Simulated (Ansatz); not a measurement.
# Cl2FHNSi radical: small, medium and large basis sets

An exercise on one series of results from a longer session: the logs are not shown, and one member is left open.

Program: Ansatz 0.2.0, Gaussian basis. Level of theory: one geometry, several basis sets. These are calculated values, not measurements.

Plan: PBE0-D4/def2-SVP; ωB97M-V/def2-SVP; PBE0-D4/def2-QZVPP; ωB97M-V/def2-QZVPP; the functionals' def2-TZVPP values are taken from earlier runs.

## The geometry

An earlier PBE0-D4 in a triple-zeta def2 set relaxation fixed the geometry.

SMILES `[NH][Si](F)(Cl)Cl`, 6 atoms, charge 0, spin multiplicity 2.

Atoms are counted from 1 here; the program's logs count them from 0.

Bond lengths: N1–Si2 1.723 Å, N1–H6 1.022 Å, Si2–F3 1.584 Å, Si2–Cl4 2.019 Å, Si2–Cl5 2.020 Å. Angles: Si2–N1–H6 115.7°, N1–Si2–F3 114.8°, N1–Si2–Cl4 107.8°, N1–Si2–Cl5 107.5°, F3–Si2–Cl4 107.6°, F3–Si2–Cl5 107.7°, Cl4–Si2–Cl5 111.7°.

The first run:

Contents of in.yaml:

```yaml
crystal:
  periodic: [false, false, false]
  atoms:
    - {symbol: N, position_ang: [-0.415441, 0.453227, 1.234210]}
    - {symbol: Si, position_ang: [0.030607, -0.084640, -0.340673]}
    - {symbol: F, position_ang: [1.321491, -1.001094, -0.388335]}
    - {symbol: Cl, position_ang: [-1.507871, -1.160593, -1.083084]}
    - {symbol: Cl, position_ang: [0.401819, 1.555370, -1.459331]}
    - {symbol: H, position_ang: [0.211397, 0.173730, 1.991113]}
basis:
  gaussian: {orbitals: def2-SVP}
magnetization: {spin_polarized: true, initial_magnetization: 1}
hamiltonian: {xc: pbe0, dispersion: d4}
output: {orbitals: {seedname: orbitals}}
```

Steps of the session up to this table: PBE0-D4 in def2-SVP; ωB97M-V in def2-SVP; PBE0-D4 in def2-QZVPP; ωB97M-V in def2-QZVPP.

One of the session's tables, all rows but one given; the rest of the session is left out.

It belongs to the step «Functionals by basis». 

| functional | basis | HOMO (eV) | LUMO (eV) |
| --- | --- | --- | --- |
| PBE0-D4 | def2-SVP | ? | ? |
| PBE0-D4 | def2-TZVPP | -9.04 | -4.29 |
| PBE0-D4 | def2-QZVPP | -9.09 | -4.34 |
| ωB97M-V | def2-SVP | -11.16 | -1.92 |
| ωB97M-V | def2-TZVPP | -11.43 | -2.21 |
| ωB97M-V | def2-QZVPP | -11.48 | -2.29 |

Q: Estimate the row for PBE0-D4, def2-SVP from the others.

The run gave: HOMO (eV): -8.81; LUMO (eV): -4.11. In the column «HOMO (eV)» it is the highest.
